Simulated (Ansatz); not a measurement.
# NiS: the cost of one run

Program: Ansatz 0.2.0. Level of theory: DFT, LDA, PAW with Ansatz's default frozen-core files, scalar-relativistic. These are calculated values, not measurements.

### Step 1. The system as given

It takes space group P6_3/mmc (No. 194, hexagonal). The conventional cell has a = 3.425 Å, b = 3.425 Å, c = 5.340 Å, α = 90.00°, β = 90.00°, γ = 120.00°. Around Ni (site symmetry -3m) lie 6 S at 2.39 Å and 2 Ni at 2.67 Å. Around S (site symmetry -6m2) lie 6 Ni at 2.39 Å.

Coordinates:

```
Ni S
1.0
     3.42500    0.00000    0.00000
    -1.71250    2.96614    0.00000
     0.00000    0.00000    5.34000
Ni S
2 2
Direct
  0.00000 0.00000 0.00000
  0.00000 0.00000 0.50000
  0.33333 0.66667 0.25000
  0.66667 0.33333 0.75000
```

In patterns such as +-, the signs follow the magnetic atoms in the order of the input.

Atoms are numbered in the order of the input: Ni1, Ni2, S3, S4.

### Step 2. Parallel moments, PAW

input.yaml reads:

```yaml
crystal:
  lattice:
    - [3.425, 0.0, 0.0]
    - [-1.7125, 2.966137008, 0.0]
    - [0.0, 0.0, 5.34]
  atoms:
    - { symbol: Ni, position: [0.0, 0.0, 0.0], spin: 1.5 }
    - { symbol: Ni, position: [0.0, 0.0, 0.5], spin: 1.5 }
    - { symbol: S, position: [0.3333333333, 0.6666666667, 0.25] }
    - { symbol: S, position: [0.6666666667, 0.3333333333, 0.75] }
magnetization:
  spin_polarized: true
kpoints:
  mp_grid: { grid: [11, 11, 7] }
scf:
  occupations: { method: fermi_dirac, width: 0.05 }
  lower_state_search: "off"
hamiltonian:
  xc: lda
  pseudopotentials: { kind: paw }
output:
  forces: true
  stress: true
  eigenvalues: true
  populations: true
```

On the command line:

```
$ ansatz run input.yaml --threads 2 --pin off --max-ram 6144MiB --backend cpu --events-out ev --progress --plain --runs-dir out
```

**Question.** How long does this run take on 2 threads of Intel Xeon Platinum 8488C (Sapphire Rapids), shared host, and how much memory does it need?

About 6.2 s, with a peak of 0.49 GiB.
